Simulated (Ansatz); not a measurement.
**AsH4Si (charge -1): shift of H5 from As2 to Si1**

How high is the barrier for the shift of H5 from As2 to Si1? Relax the two ends, then run a nudged elastic band between them. SMILES of the start: [SiH2-][AsH2].

Program: Ansatz 0.2.0. Level of theory: RKS BLYP-D4/def2-TZVP. These are calculated values, not measurements.

### Step 1. The structure to begin with

Bond lengths: Si1–As2 2.315 Å, Si1–H3 1.539 Å, Si1–H4 1.540 Å, As2–H5 1.527 Å, As2–H6 1.530 Å. Angles: Si1–As2–H5 93.3°, Si1–As2–H6 93.7°, H5–As2–H6 88.6°, As2–Si1–H3 95.6°, As2–Si1–H4 95.8°, H3–Si1–H4 94.9°.

Coordinates:

```xyz
6

Si    0.0025   -1.0696    0.3883
As   -0.0399    1.0922   -0.4380
H     1.1120   -1.5687   -0.5537
H    -1.1546   -1.5919   -0.4828
H     1.1049    1.5531    0.4619
H    -1.0250    1.5849    0.6243
```

### Step 2. Relaxing end A

Input file input.yaml:

```yaml
crystal:
  periodic: [false, false, false]
  atoms:
    - { symbol: Si, position_ang: [0.00249, -1.06958, 0.38831] }
    - { symbol: As, position_ang: [-0.03989, 1.09222, -0.43805] }
    - { symbol: H, position_ang: [1.11203, -1.56872, -0.55371] }
    - { symbol: H, position_ang: [-1.15457, -1.59186, -0.48281] }
    - { symbol: H, position_ang: [1.10491, 1.55306, 0.46193] }
    - { symbol: H, position_ang: [-1.02497, 1.58488, 0.62434] }
total_charge: -1
basis:
  gaussian: { orbitals: def2-TZVP }
hamiltonian:
  xc: blyp
  dispersion: d4
relax:
  f_tol: 0.02
  max_steps: 50
```

Launch:

```sh
$ ansatz run input.yaml --threads 2 --pin off --max-ram 3072MiB --backend cpu --events-out ev --progress --plain --runs-dir out
```

The log of the run, cut to the lines that bear on the results:

```text
Warning: RAYON_NUM_THREADS=2 ignored (pool sized by the plan → 2); use --threads N
[...]
Functional definition: BLYP
[...]
801 factors; their error is unknown
[...]
mean field -68785.29212900 eV, -2527.8128613952 hartree, gradient 1.5e-5 eV, S^2 0.000000; 0 other end points of the search recorded, 0 dependent functions left out
[...]
reference -68785.29244524 eV, -2527.8128730168 hartree; 26, 26 occupied and 83, 83 virtual orbitals, 801 factors
relax step   1: F+E_penalty+E_count = -68785.64901177 eV  Δ(F+E_penalty+E_count) = +0.000e0 eV  max|allowed force component| = 1.849e0 eV/Å  Δτ_max = 0.0000 Å  (27 SCF iters, accepted)
[...]
reference -68785.53361405 eV, -2527.8217358071 hartree; 26, 26 occupied and 83, 83 virtual orbitals, 801 factors
Total energy: -68785.87678951 eV, -2527.8343472727 hartree
Atom 0 at     0.012408    -1.244552     0.456792 Å, force     0.000484     0.000286     0.001454 eV/Å
Atom 1 at    -0.030049     1.134467    -0.419047 Å, force     0.000611     0.000315     0.000150 eV/Å
Atom 2 at     1.090050    -1.607932    -0.602483 Å, force     0.000404    -0.000386    -0.001131 eV/Å
Atom 3 at    -1.145406    -1.619130    -0.510152 Å, force    -0.000813    -0.000193    -0.000288 eV/Å
Atom 4 at     1.132809     1.658419     0.466558 Å, force    -0.000654    -0.000091     0.000230 eV/Å
Atom 5 at    -1.059812     1.678729     0.608341 Å, force    -0.000032     0.000069    -0.000416 eV/Å
Dipole moment:    -0.014399     0.850528    -0.278782 e Å
```

It took 7.1 s on 2 threads of Intel Xeon 6975P-C (Granite Rapids), shared host; peak memory 0.19 GiB.

Step by step:

| step | energy from step 1 (eV) | largest force component (eV/Å) |
| --- | --- | --- |
| 1 | 0.0000 | 1.8492 |
| 2 | -0.2087 | 0.5096 |
| 3 | -0.2151 | 0.3386 |
| 4 | -0.2261 | 0.0503 |
| 5 | -0.2273 | 0.0445 |
| 6 | -0.2273 | 0.0608 |
| 7 | -0.2275 | 0.0015 |

Step 1 is the start.

After: Bond lengths: Si1–As2 2.535 Å, Si1–H3 1.554 Å, Si1–H4 1.554 Å, As2–H5 1.553 Å, As2–H6 1.553 Å. Angles: Si1–As2–H5 96.1°, Si1–As2–H6 96.4°, H5–As2–H6 90.1°, As2–Si1–H3 89.7°, As2–Si1–H4 89.9°, H3–Si1–H4 92.1°.

### Step 3. Relaxing end B

The second end starts from a geometry with the move made by hand.

Changes to input.yaml since step 2:

```diff
@@ -7,3 +7,3 @@
     - { symbol: H, position_ang: [-1.15457, -1.59186, -0.48281] }
-    - { symbol: H, position_ang: [1.10491, 1.55306, 0.46193] }
+    - { symbol: H, position_ang: [0.30751, -0.67983, 1.74059] }
     - { symbol: H, position_ang: [-1.02497, 1.58488, 0.62434] }
```

Launch:

```sh
$ ansatz run input.yaml --threads 2 --pin off --max-ram 3072MiB --backend cpu --events-out ev --progress --plain --runs-dir out
```

The log of the run, cut to the lines that bear on the results:

```text
Warning: RAYON_NUM_THREADS=2 ignored (pool sized by the plan → 2); use --threads N
[...]
Functional definition: BLYP
[...]
801 factors; their error is unknown
[...]
mean field -68784.49612708 eV, -2527.7836088643 hartree, gradient 3.9e-5 eV, S^2 0.000000; 1 other end points of the search recorded, 0 dependent functions left out
[...]
reference -68784.49643189 eV, -2527.7836200657 hartree; 26, 26 occupied and 83, 83 virtual orbitals, 801 factors
[...]
Atom 1 at     0.067054     1.381910    -0.459778 Å, force     0.000952    -0.002407    -0.001784 eV/Å
Atom 2 at     1.156372    -1.575765    -0.493337 Å, force     0.002006    -0.001297     0.000178 eV/Å
Atom 3 at    -1.171520    -1.715681    -0.092742 Å, force     0.000973     0.003413     0.000561 eV/Å
Atom 4 at     0.265373    -1.201709     1.668394 Å, force     0.000478    -0.001857    -0.001266 eV/Å
Atom 5 at    -1.151295     1.715221     0.449010 Å, force    -0.001755    -0.001007     0.001040 eV/Å
Dipole moment:     0.023386     0.170832    -0.068391 e Å
```

It took 7.2 s on 2 threads of Intel Xeon 6975P-C (Granite Rapids), shared host; peak memory 0.19 GiB.

The steps of the relaxation:

| step | energy from step 1 (eV) | largest force component (eV/Å) |
| --- | --- | --- |
| 1 | 0.0000 | 3.4457 |
| 2 | -1.1278 | 1.4142 |
| 3 | -1.4909 | 0.7994 |
| 4 | -1.5433 | 0.5788 |
| 5x | -1.5266 | 0.2038 |
| 6 | -1.5610 | 0.0272 |
| 7 | -1.5612 | 0.0034 |

Step 1 is the start. 1 step was tried and not accepted (marked x).

After: Bond lengths: Si1–As2 2.317 Å, Si1–H3 1.513 Å, Si1–H4 1.524 Å, Si1–H5 1.523 Å, As2–H6 1.556 Å. Angles: Si1–As2–H6 91.5°, As2–Si1–H3 108.9°, As2–Si1–H4 120.4°, As2–Si1–H5 120.2°, H3–Si1–H4 102.4°, H3–Si1–H5 102.5°, H4–Si1–H5 99.8°.

### Step 4. Nudged elastic band

crystal.atoms is end A as relaxed above, and neb.final_atoms is end B, turned to lie on A. With 5 inner images the band has 7 in all. The start path is listed, through a guess of the saddle.

Input file input.yaml:

```yaml
crystal:
  periodic: [false, false, false]
  atoms:
    - { symbol: Si, position_ang: [0.012408, -1.244552, 0.456792] }
    - { symbol: As, position_ang: [-0.030049, 1.134467, -0.419047] }
    - { symbol: H, position_ang: [1.09005, -1.607932, -0.602483] }
    - { symbol: H, position_ang: [-1.145406, -1.61913, -0.510152] }
    - { symbol: H, position_ang: [1.132809, 1.658419, 0.466558] }
    - { symbol: H, position_ang: [-1.059812, 1.678729, 0.608341] }
total_charge: -1
basis:
  gaussian: { orbitals: def2-TZVP }
hamiltonian:
  xc: blyp
  dispersion: d4
neb:
  order_check: false
  images: 5
  f_tol: 0.03
  max_iterations: 60
  final_atoms:
    - { symbol: Si, position_ang: [0.26259077, -0.41824629, 0.02914344] }
    - { symbol: As, position_ang: [-0.52061686, 1.45574592, -1.08592887] }
    - { symbol: H, position_ang: [1.16166798, -1.20346083, -0.90121704] }
    - { symbol: H, position_ang: [-0.70826455, -1.48458897, 0.52126435] }
    - { symbol: H, position_ang: [1.12958682, -0.26447167, 1.27229353] }
    - { symbol: H, position_ang: [-1.32496416, 1.91502284, 0.16445359] }
  initial_path:
    images:
      - { positions_ang: [[0.012408, -1.244552, 0.456792], [-0.030049, 1.134467, -0.419047], [1.09005, -1.607932, -0.602483], [-1.145406, -1.61913, -0.510152], [1.132809, 1.658419, 0.466558], [-1.059812, 1.678729, 0.608341]] }
      - { positions_ang: [[0.07318405, -1.10609173, 0.43127024], [-0.06880782, 1.15842203, -0.50197891], [1.11389081, -1.53330882, -0.6284578], [-1.11428342, -1.58498539, -0.40865864], [1.02586147, 1.35466025, 0.53925198], [-1.0298451, 1.71130465, 0.56858214]] }
      - { positions_ang: [[0.13396011, -0.96763145, 0.40574847], [-0.10756664, 1.18237706, -0.58491083], [1.13773162, -1.45868563, -0.65443261], [-1.08316085, -1.55084078, -0.30716528], [0.91891395, 1.0509015, 0.61194597], [-0.99987819, 1.7438803, 0.52882328]] }
      - { positions_ang: [[0.19473616, -0.82917118, 0.38022671], [-0.14632546, 1.20633209, -0.66784274], [1.16157243, -1.38406245, -0.68040741], [-1.05203827, -1.51669617, -0.20567192], [0.81196642, 0.74714275, 0.68463995], [-0.96991129, 1.77645596, 0.48906441]] }
      - { positions_ang: [[0.21735437, -0.69219622, 0.26319895], [-0.27108926, 1.28947003, -0.80720478], [1.16160428, -1.32386191, -0.75401062], [-0.93744703, -1.50599377, 0.03664017], [0.91783989, 0.40993794, 0.88052448], [-1.08826224, 1.82264492, 0.3808608]] }
      - { positions_ang: [[0.23997257, -0.55522125, 0.1461712], [-0.39585306, 1.37260798, -0.94656682], [1.16163613, -1.26366137, -0.82761383], [-0.82285579, -1.49529137, 0.27895226], [1.02371335, 0.07273314, 1.076409], [-1.2066132, 1.86883388, 0.2726572]] }
      - { positions_ang: [[0.26259077, -0.41824629, 0.02914344], [-0.52061686, 1.45574592, -1.08592887], [1.16166798, -1.20346083, -0.90121704], [-0.70826455, -1.48458897, 0.52126435], [1.12958682, -0.26447167, 1.27229353], [-1.32496416, 1.91502284, 0.16445359]] }
```

Launch:

```sh
$ ansatz run input.yaml --threads 2 --pin off --max-ram 3072MiB --backend cpu --events-out ev --progress --plain --runs-dir out
```

The log of the run, cut to the lines that bear on the results:

```text
Warning: RAYON_NUM_THREADS=2 ignored (pool sized by the plan → 2); use --threads N
[...]
Functional definition: BLYP
[...]
801 factors; their error is unknown
[...]
mean field -68785.53329525 eV, -2527.8217240915 hartree, gradient 6.0e-5 eV, S^2 0.000000; 0 other end points of the search recorded, 0 dependent functions left out
[...]
reference -68785.53361122 eV, -2527.8217357029 hartree; 26, 26 occupied and 83, 83 virtual orbitals, 801 factors
801 factors; their error is unknown
[...]
Atom 2 at     1.215448    -1.336224    -0.701794 Å, force     0.000290     0.001277    -0.001214 eV/Å
Atom 3 at    -1.051168    -1.746020    -0.036441 Å, force     0.001767     0.002932    -0.003406 eV/Å
Atom 4 at     0.724760     0.558411     0.808995 Å, force    -0.004637    -0.004692    -0.003613 eV/Å
Atom 5 at    -0.930603     1.924260     0.454719 Å, force     0.001370     0.004696     0.002173 eV/Å
Dipole moment:    -0.058753     0.378112    -0.223348 e Å
this run last wrote the band of iteration 9 to <dir>
```

It took 40 s on 2 threads of Intel Xeon 6975P-C (Granite Rapids), shared host; peak memory 0.18 GiB.

### Step 5. The band, image by image

The 5 inner images lie between the fixed ends 0 and 6. Energy is taken from image 0, and the path length is the program's own coordinate along the band.

| image | path (Å) | energy (eV) | H5–As2 (Å) | H5–Si1 (Å) | band force (eV/Å) |
| --- | --- | --- | --- | --- | --- |
| 0 | 0.000 | 0.0000 | 1.55 | 3.11 | - |
| 1 | 0.552 | 0.1582 | 1.54 | 2.66 | 0.007 |
| 2 | 1.103 | 0.6825 | 1.59 | 2.07 | 0.008 |
| 3* | 1.655 | 1.2435 | 1.99 | 1.60 | 0.007 |
| 4 | 2.235 | 0.4134 | 2.55 | 1.49 | 0.012 |
| 5 | 2.815 | -0.4230 | 3.11 | 1.51 | 0.014 |
| 6 | 3.396 | -0.5068 | 3.35 | 1.52 | - |

The star marks the climbing image.

image, energy (eV) and a bar:
```
        0      0.000 #########
        1      0.158 ###########
        2      0.683 ####################
        3      1.243 ##############################
        4      0.413 ################
        5     -0.423 #
        6     -0.507
```

The top of the band by iteration:

```csv
iteration,highest image above image 0 (eV),largest band force (eV/Å)
1,1.5499,3.041
2,1.2269,1.294
3,1.3059,0.816
4,1.2625,0.532
5,1.2520,0.196
6,1.2478,0.116
7,1.2451,0.079
8,1.2439,0.036
9,1.2435,0.014
```

Positions of all images (Å):

```xyz
6
image=0 dE=0.0000
Si    0.012   -1.245    0.457
As   -0.030    1.134   -0.419
H     1.090   -1.608   -0.602
H    -1.145   -1.619   -0.510
H     1.133    1.658    0.467
H    -1.060    1.679    0.608
6
image=1 dE=0.1582
Si    0.041   -1.163    0.439
As   -0.050    1.203   -0.485
H     1.104   -1.411   -0.674
H    -1.119   -1.779   -0.376
H     1.060    1.286    0.576
H    -1.035    1.864    0.520
6
image=2 dE=0.6825
Si    0.110   -1.031    0.396
As   -0.031    1.340   -0.594
H     1.150   -1.342   -0.712
H    -1.089   -1.782   -0.209
H     0.851    0.891    0.645
H    -0.990    1.923    0.474
6
image=3 dE=1.2435
Si    0.153   -0.830    0.245
As   -0.112    1.430   -0.770
H     1.215   -1.336   -0.702
H    -1.051   -1.746   -0.036
H     0.725    0.558    0.809
H    -0.931    1.924    0.455
6
image=4 dE=0.4134
Si    0.155   -0.611    0.028
As   -0.358    1.456   -0.962
H     1.244   -1.334   -0.712
H    -0.903   -1.731    0.197
H     0.781    0.315    1.019
H    -0.919    1.905    0.431
6
image=5 dE=-0.4230
Si    0.188   -0.469   -0.038
As   -0.592    1.436   -1.097
H     1.242   -1.254   -0.795
H    -0.738   -1.623    0.373
H     0.873   -0.030    1.228
H    -0.974    1.940    0.329
6
image=6 dE=-0.5068
Si    0.263   -0.418    0.029
As   -0.521    1.456   -1.086
H     1.162   -1.203   -0.901
H    -0.708   -1.485    0.521
H     1.130   -0.264    1.272
H    -1.325    1.915    0.164
```

### Step 6. Frequencies at the highest image

The geometry is the highest inner image of the first converged band.

Input file input.yaml:

```yaml
crystal:
  periodic: [false, false, false]
  atoms:
    - { symbol: Si, position_ang: [0.1535, -0.830012, 0.244859] }
    - { symbol: As, position_ang: [-0.111937, 1.429585, -0.77033] }
    - { symbol: H, position_ang: [1.215448, -1.336224, -0.701794] }
    - { symbol: H, position_ang: [-1.051168, -1.74602, -0.036441] }
    - { symbol: H, position_ang: [0.72476, 0.558411, 0.808995] }
    - { symbol: H, position_ang: [-0.930603, 1.92426, 0.454719] }
total_charge: -1
basis:
  gaussian: { orbitals: def2-TZVP }
hamiltonian:
  xc: blyp
  dispersion: d4
phonons: {}
```

Launch:

```sh
$ ansatz run input.yaml --threads 2 --pin off --max-ram 3072MiB --backend cpu --events-out ev --progress --plain --runs-dir out
```

The log of the run, cut to the lines that bear on the results:

```text
Warning: RAYON_NUM_THREADS=2 ignored (pool sized by the plan → 2); use --threads N
[...]
Functional definition: BLYP
[...]
801 factors; their error is unknown
[...]
mean field -68784.31793571 eV, -2527.7770604521 hartree, gradient 2.4e-5 eV, S^2 0.000000; 0 other end points of the search recorded, 0 dependent functions left out
[...]
reference -68784.31823803 eV, -2527.7770715623 hartree; 26, 26 occupied and 83, 83 virtual orbitals, 801 factors
[...]
801 factors; their error is unknown
mean field -68784.31793350 eV, -2527.7770603707 hartree, gradient 1.8e-6 eV, S^2 0.000000; 0 other end points of the search recorded, 0 dependent functions left out
[...]
reference -68784.31823580 eV, -2527.7770714803 hartree; 26, 26 occupied and 83, 83 virtual orbitals, 801 factors
[...]
801 factors; their error is unknown
mean field -68784.31789847 eV, -2527.7770590834 hartree, gradient 1.9e-6 eV, S^2 0.000000; 0 other end points of the search recorded, 0 dependent functions left out
[...]
```

### Step 7. More of the same log: vibrations at the highest image of the band

The log, continued, cut to the lines that bear on the results:

```text
reference -68784.31820080 eV, -2527.7770701940 hartree; 26, 26 occupied and 83, 83 virtual orbitals, 801 factors
[...]
801 factors; their error is unknown
[...]
mean field -68784.31792955 eV, -2527.7770602257 hartree, gradient 1.5e-6 eV, S^2 0.000000; 0 other end points of the search recorded, 0 dependent functions left out
[...]
reference -68784.31823185 eV, -2527.7770713349 hartree; 26, 26 occupied and 83, 83 virtual orbitals, 801 factors
[...]
801 factors; their error is unknown
[...]
WARN: phonons: modes at or below zero, which the zero-point energy, F, S and C_V leave out: 1, the lowest at -840.27 cm⁻¹. A minimum has none, and a first-order saddle one
[...]
Atom 2 at     1.215448    -1.336224    -0.701794 Å, force     0.000348     0.001271    -0.001181 eV/Å
Atom 3 at    -1.051168    -1.746020    -0.036441 Å, force     0.001766     0.002952    -0.003356 eV/Å
Atom 4 at     0.724760     0.558411     0.808995 Å, force    -0.004652    -0.004741    -0.003638 eV/Å
Atom 5 at    -0.930603     1.924260     0.454719 Å, force     0.001412     0.004627     0.002158 eV/Å
Dipole moment:    -0.058750     0.378101    -0.223338 e Å
Vibrations: -840.27 249.77 371.01 493.23 563.59 719.24 831.93 957.99 1568.32 1838.15 1982.14 2041.34 cm⁻¹, zero-point energy 0.720144 eV
```

Wall time 18 s (2 threads of Intel Xeon 6975P-C (Granite Rapids), shared host); peak memory 0.14 GiB.

Of 12 modes, 1 is imaginary by more than 30 cm⁻¹ (840i cm⁻¹).

### Step 8. Another band, settings changed

crystal.atoms is end A as relaxed above, and neb.final_atoms is end B, turned to lie on A. With 5 inner images the band has 7 in all.

Input file input.yaml:

```yaml
crystal:
  periodic: [false, false, false]
  atoms:
    - { symbol: Si, position_ang: [0.012408, -1.244552, 0.456792] }
    - { symbol: As, position_ang: [-0.030049, 1.134467, -0.419047] }
    - { symbol: H, position_ang: [1.09005, -1.607932, -0.602483] }
    - { symbol: H, position_ang: [-1.145406, -1.61913, -0.510152] }
    - { symbol: H, position_ang: [1.132809, 1.658419, 0.466558] }
    - { symbol: H, position_ang: [-1.059812, 1.678729, 0.608341] }
total_charge: -1
basis:
  gaussian: { orbitals: def2-TZVP }
hamiltonian:
  xc: blyp
  dispersion: d4
neb:
  order_check: false
  images: 5
  f_tol: 0.03
  max_iterations: 60
  initial_path: linear
  final_atoms:
    - { symbol: Si, position_ang: [0.26259077, -0.41824629, 0.02914344] }
    - { symbol: As, position_ang: [-0.52061686, 1.45574592, -1.08592887] }
    - { symbol: H, position_ang: [1.16166798, -1.20346083, -0.90121704] }
    - { symbol: H, position_ang: [-0.70826455, -1.48458897, 0.52126435] }
    - { symbol: H, position_ang: [1.12958682, -0.26447167, 1.27229353] }
    - { symbol: H, position_ang: [-1.32496416, 1.91502284, 0.16445359] }
```

Launch:

```sh
$ ansatz run input.yaml --threads 2 --pin off --max-ram 3072MiB --backend cpu --events-out ev --progress --plain --runs-dir out
```

The log of the run, cut to the lines that bear on the results:

```text
Warning: RAYON_NUM_THREADS=2 ignored (pool sized by the plan → 2); use --threads N
[...]
Functional definition: BLYP
[...]
801 factors; their error is unknown
[...]
mean field -68785.53329525 eV, -2527.8217240915 hartree, gradient 6.0e-5 eV, S^2 0.000000; 0 other end points of the search recorded, 0 dependent functions left out
[...]
reference -68785.53361122 eV, -2527.8217357029 hartree; 26, 26 occupied and 83, 83 virtual orbitals, 801 factors
801 factors; their error is unknown
[...]
reference -68784.77422022 eV, -2527.7938285987 hartree; 26, 26 occupied and 83, 83 virtual orbitals, 801 factors
[...]
801 factors; their error is unknown
[...]
mean field -68784.30511672 eV, -2527.7765893627 hartree, gradient 1.2e-5 eV, S^2 0.000000; 0 other end points of the search recorded, 0 dependent functions left out
[...]
reference -68784.30542504 eV, -2527.7766006933 hartree; 26, 26 occupied and 83, 83 virtual orbitals, 801 factors
[...]
801 factors; their error is unknown
```

### Step 9. More of the same log: band between the two ends

Output, continued, cut to the lines that bear on the results:

```text
mean field -68785.16680946 eV, -2527.8082559869 hartree, gradient 1.9e-5 eV, S^2 0.000000; 0 other end points of the search recorded, 0 dependent functions left out
[...]
reference -68785.16711820 eV, -2527.8082673331 hartree; 26, 26 occupied and 83, 83 virtual orbitals, 801 factors
[...]
801 factors; their error is unknown
[...]
Atom 2 at     1.341938    -1.245563    -0.661446 Å, force     0.005034     0.007589    -0.000699 eV/Å
Atom 3 at    -0.861983    -1.829173     0.095581 Å, force     0.004976    -0.009946    -0.009685 eV/Å
Atom 4 at     0.670124     0.675768     0.765818 Å, force     0.011315     0.006524     0.002991 eV/Å
Atom 5 at    -1.140593     1.822011     0.358652 Å, force     0.008117     0.010894     0.003413 eV/Å
Dipole moment:    -0.097677     0.346455    -0.238794 e Å
this run last wrote the band of iteration 7 to <dir>
```

Wall time 36 s (2 threads of Intel Xeon 6975P-C (Granite Rapids), shared host); peak memory 0.18 GiB.

### Step 10. What the band shows

The 5 inner images lie between the fixed ends 0 and 6. Energy is taken from image 0, and the path length is the program's own coordinate along the band.

| image | path (Å) | energy (eV) | H5–As2 (Å) | H5–Si1 (Å) | band force (eV/Å) |
| --- | --- | --- | --- | --- | --- |
| 0 | 0.000 | 0.0000 | 1.55 | 3.11 | - |
| 1 | 0.552 | 0.1631 | 1.54 | 2.65 | 0.012 |
| 2 | 1.103 | 0.6908 | 1.59 | 2.07 | 0.012 |
| 3* | 1.655 | 1.2442 | 1.99 | 1.60 | 0.023 |
| 4 | 2.227 | 0.4252 | 2.55 | 1.49 | 0.017 |
| 5 | 2.799 | -0.4173 | 3.10 | 1.50 | 0.016 |
| 6 | 3.372 | -0.5068 | 3.35 | 1.52 | - |

The star marks the climbing image.

image, energy (eV) and a bar:
```
        0      0.000 #########
        1      0.163 ###########
        2      0.691 #####################
        3      1.244 ##############################
        4      0.425 ################
        5     -0.417 ##
        6     -0.507
```

(Part 1 of 2 ends here.)
